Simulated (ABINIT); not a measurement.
TiW:

```
CELL_PARAMETERS angstrom
1.59373 -2.25463 0.00000
1.59373 2.25463 0.00000
0.00000 0.00000 4.46812
ATOMIC_POSITIONS crystal
W 0.50000 0.50000 0.50000
Ti 0.00000 0.00000 0.00000
```

The cell comes from a database or a generator and needn't be the stable form of this composition.

- Program: ABINIT 10.8.3 (patched build)
- Task: relaxation of cell and atoms
- Functional: PBEsol
- Potentials or basis: JTH PAW PBE v2.0
- Cutoff: 435 eV
- k mesh: 10 × 10 × 6
- Occupations: fermi-dirac, width 0.05 eV
- Spin: no spin polarisation

At the start: pressure -4.7 GPa; volume 16.06 Å³/atom.

Problem. How do energy, volume and symmetry change on relaxing?

Solution. Over 5 steps the energy falls by 5.9 meV/atom and the volume is 15.67 Å³/atom (-2.4 %); space group Cmmm (No. 65, to 0.05 Å).

The path:
```tsv
step	energy change (eV)	largest force (eV/Å)	pressure (GPa)	volume (Å³)
1	0.0000	0.0000	-4.72	32.11
2	-0.0096	0.0000	-1.89	31.65
3	-0.0115	0.0000	0.08	31.34
4	-0.0116	0.0000	0.08	31.34
5	-0.0117	0.0000	0.00	31.35
```

Final structure:
```cif
data_structure
_symmetry_space_group_name_H-M 'P 1'
_symmetry_Int_Tables_number 1
_cell_length_a 2.7470
_cell_length_b 2.7470
_cell_length_c 4.4154
_cell_angle_alpha 90.000
_cell_angle_beta 90.000
_cell_angle_gamma 109.815
_cell_volume 31.35
loop_
_atom_site_label
_atom_site_type_symbol
_atom_site_fract_x
_atom_site_fract_y
_atom_site_fract_z
_atom_site_occupancy
W1 W 0.50000 0.50000 0.50000 1
Ti1 Ti 0.00000 0.00000 0.00000 1
```

Caveat: the PAW data sets were made with another functional, which shifts forces and pressure a little.
